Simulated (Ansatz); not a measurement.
# CH6AlFOSi: up Jacob's ladder to CCSD(T)

An exercise on one series of results from a longer session: the logs are not shown, and one member is left open.

Program: Ansatz 0.2.0, Gaussian basis. Level of theory: functionals in def2-TZVPP, the program's frozen cores in correlated methods. These are calculated values, not measurements.

The runs, in order: PBE-D4, r2SCAN-D4, PBE0-D4, B3LYP-D4, ωB97X-V, ωB97M-V, B2PLYP; CCSD(T)/def2-TZVPP; MP2/def2-QZVPP; extrapolation to the limit.

## Structure used throughout

An earlier PBE0-D4 in a triple-zeta def2 set relaxation fixed the geometry.

SMILES `F[CH2][AlH][O][SiH3]`, 11 atoms, charge 0, spin multiplicity 1.

Atoms are counted from 1 here; the program's logs count them from 0.

Bond lengths: F1–C2 1.398 Å, C2–Al3 1.978 Å, C2–H6 1.098 Å, C2–H7 1.098 Å, Al3–O4 1.681 Å, Al3–H8 1.579 Å, O4–Si5 1.630 Å, Si5–H9 1.487 Å, Si5–H10 1.487 Å, Si5–H11 1.487 Å. Angles: F1–C2–Al3 110.7°, F1–C2–H6 107.7°, F1–C2–H7 107.7°, Al3–C2–H6 112.3°, Al3–C2–H7 112.3°, H6–C2–H7 105.8°, C2–Al3–O4 118.0°, C2–Al3–H8 122.6°, O4–Al3–H8 119.4°, Al3–O4–Si5 155.7°, O4–Si5–H9 110.5°, O4–Si5–H10 110.5°, O4–Si5–H11 109.3°, H9–Si5–H10 109.1°, H9–Si5–H11 108.8°, H10–Si5–H11 108.7°.

Set-up of the first run:

in.yaml reads:

```yaml
crystal:
  periodic: [false, false, false]
  atoms:
    - {symbol: F, position_ang: [-1.423787, 0.740063, 1.375247]}
    - {symbol: C, position_ang: [-0.490051, -0.071490, 2.027387]}
    - {symbol: Al, position_ang: [0.846161, -0.766759, 0.745160]}
    - {symbol: O, position_ang: [0.697987, -0.322103, -0.869359]}
    - {symbol: Si, position_ang: [0.022581, 0.432359, -2.146136]}
    - {symbol: H, position_ang: [-0.030394, 0.523652, 2.827381]}
    - {symbol: H, position_ang: [-1.040891, -0.875612, 2.532818]}
    - {symbol: H, position_ang: [2.032425, -1.713267, 1.182066]}
    - {symbol: H, position_ang: [-1.370079, -0.045100, -2.354872]}
    - {symbol: H, position_ang: [0.004278, 1.903622, -1.931541]}
    - {symbol: H, position_ang: [0.817071, 0.137537, -3.367552]}
basis:
  gaussian: {orbitals: def2-TZVPP}
hamiltonian: {xc: pbe, dispersion: d4}
output: {forces: true, orbitals: {seedname: orbitals}}
```

Launch:

```
$ ansatz run in.yaml --threads 4 --pin off --events-out ev --progress --plain --max-ram 10444MiB
```

Steps of the session up to this table: PBE-D4 (GGA); r2SCAN-D4 (meta-GGA); PBE0-D4 (hybrid); B3LYP-D4 (hybrid); ωB97X-V (range-separated); ωB97M-V (range-separated); B2PLYP (double hybrid); CCSD(T) in def2-TZVPP; MP2 in def2-QZVPP.

One table of the session follows, with a row left open; its other results are not shown here.

```
            method  atomisation energy (kJ/mol)
            PBE-D4                       3792.7
         r2SCAN-D4                       3788.9
           PBE0-D4                       3736.0
          B3LYP-D4                       3776.2
           ωB97X-V                            ?
           ωB97M-V                       3794.3
            B2PLYP                       3743.6
     HF/def2-TZVPP                       2812.1
    MP2/def2-TZVPP                       3752.8
   CCSD/def2-TZVPP                       3649.0
CCSD(T)/def2-TZVPP                       3694.3
           MP2/CBS                       3856.8
       CCSD(T)/CBS                       3798.3
```

Estimate the missing values for ωB97X-V.

As computed: atomisation energy (kJ/mol): 3803.8. In the column «atomisation energy (kJ/mol)» it lies between CCSD(T)/CBS (3798.3) and MP2/CBS (3856.8).
